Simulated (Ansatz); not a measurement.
# MoHO+ (nonet): the correlation ladder, def2-TZVPP

The task here is to estimate one member of a computed series from the others.

Computed with Ansatz 0.2.0, Gaussian basis. Level: def2-TZVPP, core rule «outside noble gas», up to 5 orbitals frozen.

To be run: UHF; ROHF; CCSD(T) on UHF.

## The system

The geometry is a PBE0/def2-TZVP stationary point (not a proven minimum) of the parent state, kept for this charge and spin. No spin-orbit coupling is included. Elements past krypton take def2 core potentials.

3 atoms, charge 1, spin multiplicity 9.

Atoms are counted from 1 here; the program's logs count them from 0.

Bond lengths: Mo1–O2 2.329 Å, O2–H3 0.976 Å. Angles: Mo1–O2–H3 180.0°.

As a file:

```csv
atom,x (Å),y (Å),z (Å)
Mo1,0.0000,0.0000,1.8777
O2,0.0000,0.0000,-0.4508
H3,0.0000,0.0000,-1.4269
```

Set-up of the first run:

Input file in.yaml:

```yaml
crystal:
  periodic: [false, false, false]
  atoms:
    - {symbol: Mo, position_ang: [0.000000, 0.000000, 1.877700]}
    - {symbol: O, position_ang: [0.000000, 0.000000, -0.450800]}
    - {symbol: H, position_ang: [0.000000, 0.000000, -1.426900]}
basis:
  gaussian: {orbitals: def2-TZVPP}
total_charge: 1
magnetization: {spin_polarized: true, initial_magnetization: 8}
hamiltonian: {xc: hf}
output: {orbitals: {seedname: orbitals}}
```

Run with:

```sh
> ansatz run in.yaml --threads 1 --pin off --events-out ev --progress --plain --max-ram 4096MiB --backend cpu
```

Steps of the session up to this table: UHF; ROHF; CCSD(T) on UHF.

One of the session's tables, all rows but one given; the rest of the session is left out.

It belongs to the step «Misses and costs». 

```
  method  from UCCSD(T) (kcal/mol)
    ROHF                   +169.24
     UHF                   +162.89
    UMP2                         ?
   UCCSD                     +3.79
UCCSD(T)                         0
```

Estimate the missing values for UMP2.

**Answer.** from UCCSD(T) (kcal/mol): +19.88. In the column «from UCCSD(T) (kcal/mol)» it lies between UCCSD (+3.79) and UHF (+162.89).
